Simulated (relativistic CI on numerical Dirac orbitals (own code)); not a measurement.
# Re VIII (Re⁷⁺): levels and lines

The task is the spectrum of Re⁷⁺: levels, purity of their labels, lifetimes and lines; further runs change one setting each.

Method: Dirac-Coulomb-Breit CI, KLI orbitals optimised for each configuration, model QED (radiative potential, 1s self-energy scaled to tabulated hydrogen-like ionisation energies). Code: relativistic CI on numerical Dirac orbitals (own code) version 4.

**1. Starting point**

```
ion                       : Re⁷⁺ (Re VIII)
nuclear charge            : 75
electrons                 : 68
isotope                   : A = 187
first configuration typed : [Xe] 4f14
```

The outer shells:

first configuration typed
```
[Xe] core
4f [↑↓][↑↓][↑↓][↑↓][↑↓][↑↓][↑↓]
```

**2. CI with the chosen configurations**

Settings, as recorded:

```ini
atom Re  Z=75  charge=7  electrons=68
nucleus A=187  rms_radius_fm=5.3698
hamiltonian dirac-coulomb  breit=on  qed=on  c_scale=1
orbitals kli  potential=per-configuration
slater_scale 1
correlation none
mixing on
configurations
  [Xe] 4f14
  [Kr] 4d10 4f14 5s2 5p5 5d
  [Xe] 4f13 5d
  [Kr] 4d10 4f14 5s 5p6 5d
  [Kr] 4d10 4f14 5s2 5p5 5f
  [Kr] 4d10 4f14 5s2 5p5 6s
  [Xe] 4f13 6s
  [Kr] 4d10 4f14 5s2 5p5 5g
  [Kr] 4d10 4f14 5s2 5p5 6p
  [Kr] 4d10 4f14 5s 5p6 5f
  [Xe] 4f13 6p
  [Kr] 4d10 4f14 5s 5p6 5g
  [Xe] 4f13 5f
  [Kr] 4d10 4f14 5s2 5p5 6d
  [Xe] 4f13 6d
  [Kr] 4d10 4f14 5s2 5p5 7s
  [Xe] 4f13 7s
  [Kr] 4d10 4f14 5p6 5d2
  [Kr] 4d10 4f14 5p5 5d3
  [Kr] 4d10 4f13 5p6 5d3
  [Kr] 4d10 4f14 5p5 5d2 5f
  [Kr] 4d10 4f14 5p5 5d2 6s
  [Kr] 4d10 4f13 5p6 5d2 6s
end
```

Command:

```sh
python run_levels.py task.json out
```

One command runs all members of the session, one after another, from task.json.

**3. Correlation estimate p86**

The settings differ from step 2 so:

```diff
@@ -5,3 +5,3 @@
 slater_scale 1
-correlation none
+correlation p86
 mixing on
```

**4. Without the Breit term**

The settings differ from step 3 so:

```diff
@@ -2,6 +2,6 @@
 nucleus A=187  rms_radius_fm=5.3698
-hamiltonian dirac-coulomb  breit=on  qed=on  c_scale=1
+hamiltonian dirac-coulomb  breit=off  qed=on  c_scale=1
 orbitals kli  potential=per-configuration
 slater_scale 1
-correlation p86
+correlation none
 mixing on
```

**5. One common potential**

The settings differ from step 4 so:

```diff
@@ -2,4 +2,4 @@
 nucleus A=187  rms_radius_fm=5.3698
-hamiltonian dirac-coulomb  breit=off  qed=on  c_scale=1
-orbitals kli  potential=per-configuration
+hamiltonian dirac-coulomb  breit=on  qed=on  c_scale=1
+orbitals kli  potential=mean
 slater_scale 1
```

(Steps that only read results are left out.)

Before running it: what results should come out? Wanted: lowest level; first excitation; lowest level of the other parity; fastest E1 line; ionisation energy.

As calculated:

| run | time | mean size of shift, levels followed (cm⁻¹) | lowest level | ionisation energy (eV) |
| --- | --- | --- | --- | --- |
| main run | 3.9 s | 0 | 5p6 1S0 | 142.91 |
| correlation estimate p86 | 3.8 s | 3047 | 5p6 1S0 | 144.47 |
| without the Breit term | 3.2 s | 1222 | 5p6 1S0 | 143.03 |
| one common potential | 1.6 s | 5425 | 5p6 1S0 | - |

The semi-empirical ionisation energy (NIST) is 144.4 eV.

| quantity | value |
| --- | --- |
| lowest level | 5p6 1S0 |
| first excitation | 5p5 5d 3P°0, 337986 cm⁻¹ |
| lowest level of the other parity | 5p5 5d 3P°0, 337986 cm⁻¹ |
| levels in the model | 1214 |
| fastest E1 line (by rate) to the lowest level among the lowest 161 of 1214 levels | 18.83 nm, from 5p5 5d 1P°1 |
| ionisation energy | 142.91 eV |
| ionisation energy, semi-empirical (NIST) | 144.4 eV |

What this shows: 5p6 1S0 comes out lowest; its LS label holds 100 % and its jj label 100 %; over the low levels the means are 70 and 87 %, so jj coupling describes them better. The ionisation energy from the two ground configurations alone is 1.0 % below the semi-empirical value. Of the changes tried, the run «one common potential» moves the low levels most, by 5425 cm⁻¹ on average. Lifetimes count radiative decay inside the model alone.
